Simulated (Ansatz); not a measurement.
**Nudged elastic band run: Mg₈HO₈**

Input:

```yaml
crystal:
  lattice:
    - [0.0, 3.859, 3.859]
    - [3.859, 0.0, 3.859]
    - [3.859, 3.859, 0.0]
  atoms:
    - { symbol: Mg, position: [-0.00093863, -0.00040421, 0.00287949] }
    - { symbol: O, position: [0.25493821, 0.25547642, 0.23529487], spin: 0.08 }
    - { symbol: Mg, position: [-0.00093535, -0.00041422, 0.49917498] }
    - { symbol: O, position: [0.2549178, 0.25544688, 0.75503305], spin: 0.08 }
    - { symbol: Mg, position: [-0.00213448, 0.50124964, 0.00082427] }
    - { symbol: O, position: [0.24997039, 0.75055171, 0.25011531] }
    - { symbol: Mg, position: [-0.00092744, 0.50327479, 0.49918744] }
    - { symbol: O, position: [0.25494101, 0.73571192, 0.75505925], spin: 0.08 }
    - { symbol: Mg, position: [0.50069094, -0.00155134, 0.00080807] }
    - { symbol: O, position: [0.75001504, 0.2504835, 0.25013729] }
    - { symbol: Mg, position: [0.50277143, -0.00040804, 0.49917242] }
    - { symbol: O, position: [0.73518358, 0.25547317, 0.75505319], spin: 0.08 }
    - { symbol: Mg, position: [0.50073356, 0.50128357, 0.00085325] }
    - { symbol: O, position: [0.74999075, 0.75052873, 0.25010606] }
    - { symbol: Mg, position: [0.50070199, 0.50124451, 0.49799542] }
    - { symbol: O, position: [0.74999923, 0.75055789, 0.750081] }
    - { symbol: H, position: [0.12499789, 0.12549536, 0.62510566], spin: 0.33 }
magnetization:
  spin_polarized: true
basis:
  ecutwfc: 420.0
kpoints:
  mp_grid: { grid: [2, 2, 2] }
hamiltonian:
  xc: pbe
  dispersion: d3bj
  pseudopotentials: { kind: paw, azcp: { folder: soft_1 } }
scf:
  occupations: { method: gaussian, width: 0.05 }
  lower_state_search: "off"
neb:
  images: 3
  f_tol: 0.03
  initial_path: idpp
  max_iterations: 80
  final_atoms:
    - { symbol: Mg, position: [-0.00234284, 0.00113708, 0.00054038] }
    - { symbol: O, position: [0.25041303, 0.25022601, 0.24961755] }
    - { symbol: Mg, position: [-0.00034636, 0.00239327, 0.49891316] }
    - { symbol: O, position: [0.24543515, 0.26506131, 0.74469028] }
    - { symbol: Mg, position: [-0.00034, 0.49953165, 0.00176119] }
    - { symbol: O, position: [0.24543806, 0.74530293, 0.26444732] }
    - { symbol: Mg, position: [-0.00033959, 0.49953202, 0.49892071] }
    - { symbol: O, position: [0.24543552, 0.7453006, 0.74468634] }
    - { symbol: Mg, position: [0.50127794, 0.00115147, 0.00054237] }
    - { symbol: O, position: [0.75035496, 0.25022368, 0.24960064] }
    - { symbol: Mg, position: [0.50127766, 0.00115064, 0.4969047] }
    - { symbol: O, position: [0.75035408, 0.25022217, 0.7496981] }
    - { symbol: Mg, position: [0.50126718, 0.49752015, 0.00054359] }
    - { symbol: O, position: [0.7503551, 0.75028901, 0.2496147] }
    - { symbol: Mg, position: [0.50253427, 0.499521, 0.49890896] }
    - { symbol: O, position: [0.76518624, 0.74530344, 0.74469378] }
    - { symbol: H, position: [0.37538837, -0.12475013, 0.87461641] }
  order_check: true
```

Run as:

```bash
$ ansatz run input.yaml --threads 2 --pin off --max-ram 5120MiB --backend cpu --events-out ev --progress --plain --runs-dir out
```

Output, in part (warnings, iteration lines):

```
NEB end point (image 0): max|allowed force component| = 2.063e-2 eV/Å (the criterion of neb.relax_end_points is 1.000e-2)
NEB end point (image 4): max|allowed force component| = 1.430e-2 eV/Å (the criterion of neb.relax_end_points is 1.000e-2)
WARN: the starting moments were not kept: the SCF closed with an absolute magnetisation of 3.2e-6 μB, where they sum to 0.65 μB in size (5 sites). That is at most 0.1 of that sum. Measured as dr2_m measures the in/out step, that magnetisation stands 1.7e-12 eV from none, at or under the …
NEB iter   1: max|band force component| = 2.061e0 eV/Å  barrier→ = 1.4942 eV  barrier← = 1.4942 eV  Δτ_max = 0.0484 Å  (77 SCF iters)
NEB iter   2: max|band force component| = 1.028e0 eV/Å  barrier→ = 1.2455 eV  barrier← = 1.2455 eV  Δτ_max = 0.0672 Å  (21 SCF iters)
NEB iter   3: max|band force component| = 3.007e-1 eV/Å  barrier→ = 1.0935 eV  barrier← = 1.0936 eV  CI = image 2  Δτ_max = 0.0134 Å  (24 SCF iters)
NEB iter   4: max|band force component| = 1.444e-1 eV/Å  barrier→ = 1.0853 eV  barrier← = 1.0853 eV  CI = image 2  Δτ_max = 0.0110 Å  (19 SCF iters)
NEB iter   5: max|band force component| = 9.596e-2 eV/Å  barrier→ = 1.0829 eV  barrier← = 1.0830 eV  CI = image 2  Δτ_max = 0.0185 Å  (18 SCF iters)
NEB iter   6: max|band force component| = 1.076e-1 eV/Å  barrier→ = 1.0815 eV  barrier← = 1.0815 eV  CI = image 2  Δτ_max = 0.0093 Å  (19 SCF iters)
NEB iter   7: max|band force component| = 5.247e-2 eV/Å  barrier→ = 1.0800 eV  barrier← = 1.0800 eV  CI = image 2  Δτ_max = 0.0126 Å  (18 SCF iters)
[... lines left out ...]
```

The forces met the threshold. By the program's own check the climbing image is of a kind that is not told: the force calls were inconclusive, a negative curvature could not be distinguished from the path's own, the only one lies far off the path, or fixed occupations may fill a level only in part (lowest curvatures found: -5.24 and 1.69 eV/Å²). Limits of this set-up: coarse k mesh, a small cell, in which the defect meets its images.

Final band (atoms are numbered from 1 in the order of the input):

| image | path coordinate (Å) | energy (eV) | Mg3–H17 (Å) | Mg7–H17 (Å) | Mg9–H17 (Å) |
| --- | --- | --- | --- | --- | --- |
| 0 | 0.00 | 0.00 | 1.68 | 1.68 | 3.20 |
| 1 | 0.49 | 0.58 | 1.95 | 1.94 | 2.76 |
| 2 | 0.99 | 1.08 | 2.34 | 2.31 | 2.31 |
| 3 | 1.48 | 0.58 | 2.77 | 2.76 | 1.94 |
| 4 | 1.98 | 0.00 | 3.20 | 3.20 | 1.68 |

Time of the run: 7.6 min on 2 threads of Arm Neoverse V1 (shared host), peak memory 0.86 GiB.
